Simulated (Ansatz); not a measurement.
# Bi in Ansatz: reference runs

How does Bi come out in PBE? The cell is run as given.

All numbers are computed with Ansatz 0.2.0; they aren't measurements. Logs are shortened: lines on timing, memory, paths and dates and some standing lists are left out, and cuts for length are marked.

### 1 The structure

The cell holds a sheet with vacuum, 1 atom: a = 3.301 Å, b = 3.301 Å, c = 23.800 Å, α = 90.00°, β = 90.00°, γ = 120.00°.

The cell was built by a generator and needn't be a form met in nature.

### 2 Single point, PBE

The input, input.yaml:

```yaml
crystal:
  lattice:
    - [3.30138, 0.0, 0.0]
    - [-1.65069, 2.85908, 0.0]
    - [0.0, 0.0, 23.8]
  atoms:
    - { symbol: Bi, position: [0.0, 0.0, 0.29412] }
kpoints:
  mp_grid: { grid: [9, 9, 1] }
scf:
  occupations: { method: fermi_dirac, width: 0.05 }
hamiltonian:
  xc: pbe
  pseudopotentials: { kind: all_electron, lapw: { basis_error: 0.001 } }
output:
  forces: true
  stress: true
  eigenvalues: true
  populations: true
```

Potentials or basis: all-electron LAPW, scalar-relativistic.

On the command line:

```console
$ ansatz run input.yaml --threads 2 --pin off --max-ram 8192MiB --backend cpu --events-out ev --progress --plain --runs-dir out
```

The program printed:

```text
Warning: RAYON_NUM_THREADS=2 ignored (pool sized by the plan → 2); use --threads N
Bi: projections on atomic orbitals take those of the free atom 1s2 2s2 2p6 3s2 3p6 3d10 4s2 4p6 4d10 4f14 5s2 5p6 5d10 6s2 6p3, of charge +0.00 (hamiltonian.pseudopotentials.projection_atoms)
LAPW: plane waves up to 6.810 Å⁻¹, error target 1.0e-3 eV per atom; small_component_spin mean_spin; Bi in spheres of 1.651 Å, 37 of its electrons in bands, Dirac shells [] (how accurate: hamiltonian.pseudopotentials.lapw.basis_error, Limitations)
Engine: ansatz 0.2.0, aarch64-unknown-linux-gnu
Pseudopotentials: kind: all_electron
Pseudopotential: Bi, LAPW, valence charge 37, lapw/all_electron/scalar/gaussian/Bi, Koelling and Harmon's equation, gaussian nucleus
Functional definition: PBE
  parameter kappa = 0.804
  parameter beta = 0.06672455060314922
  exchange = pbe_x(kappa = kappa, mu = beta*pi^2/3)
  correlation = pbe_c(beta = beta)
Crystal: 1 atoms, lattice volume = 224.646 Å³
Basis set: ecut = 176.69117213302445 eV, 1239 PW (Γ), exchange–correlation at level 2
Bands: 23, of which v1, the nominal top of the filled ones, is band 19 counted from 1 (18 counted from 0)
Symmetry: 24 space group operations
Space group: P6/mmm (ITA 191), of the structure as read, at distance tolerance 6.1e-5 Å
k-points: 12 of 81
Non-local potential: Bi, projectors of the file, none
Initial density: superposition of atomic densities (neutral atoms: chi_scale 0, normalization atom)
Initial wavefunctions: plane waves of lowest kinetic energy (no species holds an atomic orbital)
Functional: x = pbe(κ = 0.804, μ = 0.2195149727645171), c = pbe(β = 0.06672455060314922)
iter 1 solved again at ethr=1.00e-4 eV; its pass at ethr=1.00e-1 eV (dr2=3.71e-2 eV) is discarded
SCF iter   1: F=—  HF=-585705.427756 eV  |F-HF|=—  |Δ(HF+E_count)|=         —  Δρ=2.57e-3  dr2=3.73e-2  ethr=1.00e-4  ⟨swp⟩=3.9  Hψ=1717  notcnv=0
preconditioner: auto → LDOS  [insulator: Δε(μ)=0.131 eV  Ē_g=10.134 eV  σ=0.050 eV  W_gap=0.56  n_scr=14 (ndim 8)  ℏωp=5.5 eV  f_vac=0.807  D(μ)=1.60/eV (n_scr^D=8)  ε∞_Penn≈1.3  β→1.0]
iter 2 solved again at ethr=5.60e-6 eV; its pass at ethr=1.00e-4 eV (dr2=2.07e-3 eV) is discarded
SCF iter   2: F=—  HF=-585705.410639 eV  |F-HF|=—  |Δ(HF+E_count)|=   1.71e-2  Δρ=1.06e-3  dr2=2.07e-3  ethr=5.60e-6  ⟨swp⟩=2.0  Hψ=1447  notcnv=0
SCF iter   3: F=—  HF=-585705.412714 eV  |F-HF|=—  |Δ(HF+E_count)|=   2.07e-3  Δρ=3.00e-4  dr2=3.56e-4  ethr=5.59e-6  ⟨swp⟩=3.0  Hψ=862  notcnv=0
SCF iter   4: F=—  HF=-585705.412459 eV  |F-HF|=—  |Δ(HF+E_count)|=   2.55e-4  Δρ=1.31e-4  dr2=1.15e-4  ethr=9.63e-7  ⟨swp⟩=2.8  Hψ=812  notcnv=0
SCF iter   5: F=—  HF=-585705.412448 eV  |F-HF|=—  |Δ(HF+E_count)|=   1.09e-5  Δρ=4.81e-5  dr2=1.74e-5  ethr=3.12e-7  ⟨swp⟩=3.0  Hψ=820  notcnv=0
SCF iter   6: F=—  HF=-585705.412454 eV  |F-HF|=—  |Δ(HF+E_count)|=   5.63e-6  Δρ=1.20e-5  dr2=1.27e-6  ethr=4.70e-8  ⟨swp⟩=3.0  Hψ=827  notcnv=0
SCF iter   7: F=—  HF=-585705.412454 eV  |F-HF|=—  |Δ(HF+E_count)|=   4.64e-7  Δρ=3.22e-6  dr2=1.14e-7  ethr=3.43e-9  ⟨swp⟩=3.0  Hψ=829  notcnv=0
SCF iter   8: F=-585705.412454 eV  HF=-585705.412454 eV  |F-HF|=1.26e-8  |Δ(HF+E_count)|=   4.82e-8  Δρ=1.14e-6  dr2=1.07e-8  ethr=3.09e-10  ⟨swp⟩=3.0  Hψ=829  notcnv=0
SCF 1 converged in 8 iterations: F = -585705.412454 eV  dr2 = 1.07e-8
SCF converged after 8 iterations
Free energy (F): -585705.412454 eV
Harris-Foulkes:  -585705.412454 eV  (|F-HF|=1.26e-8)
Internal energy: -585705.400337 eV  (E = F + TS)
E sigma→0 (E₀):  -585705.406396 eV
Entropy (-TS):   -0.012117 eV (-12.117 meV/atom)
Fermi energy:    -1.598161 eV
--- Per-component energies (eV) ---
  E_band       = -3243.172809
  E_kinetic    = 678034.243545
  E_xc         = -10804.917948
  E_electrostatic = -1252934.725934  (all electrons and nuclei)
  E_smearing   = -0.012117  (= −TS)
  E_closure    = 0.000000  (closes the sum)
  E_atoms      = -585702.106902  (free atoms, spherical and without spin; not in F)
  Σ components = -585705.412454   (vs F -585705.412454, Δ=0.00e0)
  Basis errors (estimates in eV, not in F): energy 4.2e-4 per atom: plane waves 4.2e-4 (2.5e-4 summed), levels above the bands 6.9e-49, relativity 4.5e-8, radial functions 3.7e-6, core shells 3.0e-9; eigenvalues (radial functions only) 8.9e-7; not estimated: angular momenta, meshes, grids; target (lapw.basis_error) 1.0e-3; muffin-tin radii Bi 1.651 Å
--- Forces (eV/Å), atoms counted from 1 ---
  atom   1  Bi    -0.00000000     0.00000000     0.00000000
  max |Σ_I F_I| component: 8.22e-33 eV/Å
--- Stress (GPa, compression-positive) ---
        0.114428       0.000000       0.000000
        0.000000       0.114428       0.000000
        0.000000       0.000000       0.000324
  P = ⅓ Tr σ = 0.0764 GPa (0.764 kbar)
--- Band table (eV; the first three rows and the last of 12) ---
  k-point 0: bands = ["-154.7196", "-149.8510", "-149.8509", "-149.8477", "-149.8477", "-149.8455", "-149.8455", "-149.8447", "-92.9777", "-92.9692", "-92.9692", "-24.4551", "-24.4246", "-24.4246", "-24.2754", "-24.2754", "-14.1959", "-4.2319", "1.4309", "2.5102", "2.8688", "3.5674", "3.7059"]
  k-point 1: bands = ["-154.7196", "-149.8510", "-149.8509", "-149.8477", "-149.8477", "-149.8455", "-149.8455", "-149.8447", "-92.9777", "-92.9696", "-92.9693", "-24.4464", "-24.4195", "-24.3967", "-24.2891", "-24.2786", "-13.9760", "-3.9936", "1.6286", "2.7360", "2.7754", "3.1008", "3.7933"]
  k-point 2: bands = ["-154.7196", "-149.8510", "-149.8509", "-149.8477", "-149.8477", "-149.8455", "-149.8455", "-149.8447", "-92.9776", "-92.9706", "-92.9696", "-24.4663", "-24.3659", "-24.3253", "-24.3235", "-24.2868", "-13.3262", "-3.3038", "-0.5623", "2.3371", "3.0835", "3.4051", "3.7763"]
  k-point 11: bands = ["-154.7196", "-149.8510", "-149.8509", "-149.8477", "-149.8477", "-149.8455", "-149.8455", "-149.8447", "-92.9774", "-92.9717", "-92.9717", "-24.3558", "-24.3558", "-24.3109", "-24.3109", "-24.2895", "-10.5937", "-4.0462", "-4.0462", "-0.3349", "4.6216", "4.6216", "7.2726"]
--- Löwdin populations: 1 site ---
  site symbol       q [e]
     0     Bi     82.9574
  spilling = 0.000513 (of n_electrons = 83.000000)
```

Run time: 3.4 s. Hardware: 2 threads of Arm Neoverse V2, shared host; peak memory 0.32 GiB.

Results:

| Property | Result |
| --- | --- |
| Free energy | -585705.4125 eV |
| Band gap on the k mesh | none (metal or under the smearing width) |

Stress tensor (GPa, compression positive):
```
0.11 0.00 0.00
0.00 0.11 0.00
0.00 0.00 0.00
```

Caveat: spin-orbit coupling is left out, which moves the levels of the heavy elements.
